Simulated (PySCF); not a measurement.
# Mg: interval between two levels with spin-orbit coupling

Aim: the interval between two levels of magnesium from differences of total energies, at each level of theory, and how far each lands from the tabulated value where there is one.

Method: two-component X2C-1e, generalised determinants. Code: PySCF 2.14.0.

### 1 Starting point

| Property | Result |
| --- | --- |
| Element | magnesium (Z = 12) |
| Basis | x2c-TZVPall-2c with one added diffuse shell each of s, p, d type (6s6p4d, 44 functions) |
| Hamiltonian | two-component X2C-1e, Gaussian nucleus, no Breit or QED terms; spin-orbit coupling, run by run: off; screened by Boettger's factors |
| Core shells frozen in the correlated runs | [Ne] (for Mg) |
| State 1 | Mg 3p2 3P2: [Ne] 3p2; 3p3/2 filled at m_j = +1/2, +3/2 |
| Needed too, but not shown | Mg [Ne] 3s2 (1S) |
| Methods | GHF, GMP2 |

The outer shells:

Mg [Ne] 3p2
```
[Ne] core
3p [↑ ][↑ ][  ]
```

A driver program built on PySCF's X2C-1e integrals ran all steps in one process from the settings above; there is no separate input file.

It was started by

```
$ OMP_NUM_THREADS=1 python sorun2.py TASK.json OUT
```

The integrals over 44 functions and the set-up took 0.18 s of CPU time.

### 2 Mg 3p2 3P2

**GHF (spin-free)**

What it wrote:

```text
cycle= 1 E= -199.5865677980  delta_E= -200  |FDS-SDF|= 0.0203
cycle= 2 E= -199.6710752537  delta_E= -0.0845  |FDS-SDF|= 0.00779
cycle= 3 E= -199.6801823596  delta_E= -0.00911  |FDS-SDF|= 0.00208
cycle= 4 E= -199.6809394481  delta_E= -0.000757  |FDS-SDF|= 0.000338
cycle= 5 E= -199.6809651255  delta_E= -2.57e-05  |FDS-SDF|= 4.23e-05
cycle= 6 E= -199.6809652991  delta_E= -1.74e-07  |FDS-SDF|= 1.19e-05
cycle= 7 E= -199.6809653230  delta_E= -2.39e-08  |FDS-SDF|= 3.35e-06
cycle= 8 E= -199.6809653248  delta_E= -1.8e-09  |FDS-SDF|= 5.56e-07
cycle= 9 E= -199.6809653248  delta_E= -3.61e-11  |FDS-SDF|= 1.2e-07
```

Time after the integrals: 0.36 s (1 thread of Intel Xeon Platinum 8259CL at 2.50GHz, shared host).

Occupied spinors (without spin-orbit coupling the j labels only name the start):

```csv
spinor shell,electrons,mean energy (eV),weight of the nominal j,rms radius (bohr)
1s1/2,2,-1340.4,1.000,0.151
2s1/2,2,-106.48,1.000,0.755
2p3/2,4,-65.977,0.833,0.769
2p1/2,2,-65.882,0.667,0.771
3p3/2,2,-4.837,0.833,4.46
```

M_J = 2, ⟨J²⟩ = 6.000, ⟨L²⟩ = 2.000, ⟨S²⟩ = 2.000.

**GMP2 (spin-free)**

This step left no log, only its results.

Time after the integrals: 0.01 s (1 thread of Intel Xeon Platinum 8259CL at 2.50GHz, shared host).

With 2 electrons correlated, the MP2 correlation energy is -0.00447 hartree. Largest pairs: 3p3/2-3p3/2 -0.0045.

**GHF (screened spin-orbit)**

What it wrote:

```text
cycle= 1 E= -199.5866140801  delta_E= -200  |FDS-SDF|= 0.0203
cycle= 2 E= -199.6710566070  delta_E= -0.0844  |FDS-SDF|= 0.00778
cycle= 3 E= -199.6801593431  delta_E= -0.0091  |FDS-SDF|= 0.00208
cycle= 4 E= -199.6809166997  delta_E= -0.000757  |FDS-SDF|= 0.000341
cycle= 5 E= -199.6809425987  delta_E= -2.59e-05  |FDS-SDF|= 4.73e-05
cycle= 6 E= -199.6809428235  delta_E= -2.25e-07  |FDS-SDF|= 2.23e-05
cycle= 7 E= -199.6809429095  delta_E= -8.6e-08  |FDS-SDF|= 1.47e-05
cycle= 8 E= -199.6809429610  delta_E= -5.15e-08  |FDS-SDF|= 9.69e-06
cycle= 9 E= -199.6809429946  delta_E= -3.36e-08  |FDS-SDF|= 3.75e-06
cycle= 10 E= -199.6809429991  delta_E= -4.53e-09  |FDS-SDF|= 4.61e-07
cycle= 11 E= -199.6809429992  delta_E= -3.6e-11  |FDS-SDF|= 3.29e-08
```

It took 0.37 s on 1 thread of Intel Xeon Platinum 8259CL at 2.50GHz, shared host, the integrals not counted.

Occupied spinors:

```csv
spinor shell,electrons,mean energy (eV),weight of the nominal j,rms radius (bohr)
1s1/2,2,-1340.4,1.000,0.151
2s1/2,2,-106.49,1.000,0.755
2p1/2,2,-66.164,0.882,0.768
2p3/2,4,-65.841,0.941,0.770
3p3/2,2,-4.836,0.831,4.46
```

M_J = 2, ⟨J²⟩ = 6.000, ⟨L²⟩ = 2.000, ⟨S²⟩ = 2.000. Rows whose weight is well below 1 mix j = l ± 1/2: exchange competes with spin-orbit coupling there.

**GMP2 (screened spin-orbit)**

The driver printed no log here.

Time after the integrals: 0.01 s (1 thread of Intel Xeon Platinum 8259CL at 2.50GHz, shared host).

With 2 electrons correlated, the MP2 correlation energy is -0.00447 hartree. Largest pairs: 3p3/2-3p3/2 -0.0045.

### 3 Differences of total energies

Interval between two levels: Mg [Ne] 3s2 → Mg [Ne] 3p2 [3p3/2^2, M_J = 2].

```csv
method,value (eV),error (eV)
GHF (spin-free),6.313,-0.862
GMP2 (spin-free),6.786,-0.389
GHF (screened spin-orbit),6.316,-0.860
GMP2 (screened spin-orbit),6.789,-0.386
```

Reference: 7.175 eV (measured; NIST Handbook of Basic Atomic Spectroscopic Data (Sansonetti and Martin, J. Phys. Chem. Ref. Data 34, 1559 (2005))).

The differences also use runs on Mg [Ne] 3s2 (1S), which are not shown here.

### 4 Outcome

| quantity | value |
| --- | --- |
| interval between two levels, Mg → 3p2 3P2 | GHF (spin-free) 6.313, GMP2 (screened spin-orbit) 6.789 eV; reference 7.175 |

Each level's miss (mean over 1 difference):

```csv
method,mean absolute miss against the measured value (with the measured fine structure taken into account where it is known) (eV)
GHF (spin-free),0.862
GMP2 (spin-free),0.389
GHF (screened spin-orbit),0.860
GMP2 (screened spin-orbit),0.386
```

**Reading.** GMP2 (screened spin-orbit) lands nearest to the measured value (off by 0.39 eV), level with GMP2 (spin-free); GHF (spin-free) misses by most (0.86 eV). Spin-orbit coupling moves the difference by +0.003 eV at GMP2. All values hold for this basis alone; no basis-set limit was taken.
